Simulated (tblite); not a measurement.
# C2H8F3NSi2: the cost of one run

Computed with tblite 0.8.0 and PySCF 2.14.0, with density-fitted response routines of our own, on a single molecule in the gas phase. Atoms count from 0, in the outputs and in this text.

## Step 1: The starting structure

16 atoms, charge 0, multiplicity 1; geometry from: force field or distance geometry start.

Bonds of the start (Å): F0–C1 1.37, C1–F2 1.34, C1–F3 1.35, C1–C4 1.54, C4–N5 1.49, N5–Si6 1.71, Si6–Si7 2.31, C4–H8 1.09, C4–H9 1.10, N5–H10 1.02, Si6–H11 1.48, Si6–H12 1.47, Si7–H13 1.50, Si7–H14 1.49, Si7–H15 1.50.

## Step 2: Geometry optimisation with GFN2-xTB

What the job is given:

```
{"job": {"kind": "relax", "xc": "GFN2-xTB", "basis": "xTB"}, "charge": 0, "multiplicity": 1}
F      3.772800     0.048800     0.542100
C      2.483700    -0.270500     0.225500
F      2.418000    -0.395200    -1.104100
F      2.234500    -1.482200     0.767100
C      1.505500     0.782900     0.789400
N      0.043200     0.499500     0.713700
Si    -0.847200     0.467000    -0.749600
Si    -3.141100     0.474800    -0.451000
H      1.749400     0.927200     1.843900
H      1.710400     1.744800     0.300200
H     -0.121400    -0.381800     1.205600
H     -0.412700    -0.778200    -1.423900
H     -0.400300     1.636200    -1.523100
H     -3.841300     0.372500    -1.769200
H     -3.601100     1.722800     0.229700
H     -3.559800    -0.691900     0.392400
```

Started as:

```
> OMP_NUM_THREADS=1 python probes_run.py task.json out
```

This one command runs all jobs of the session in turn.

**Question.** How long does this first job take on 1 thread of Arm Neoverse N1, shared host, and how much memory does it need?

About 1.4 s, with a peak of 0.18 GiB.
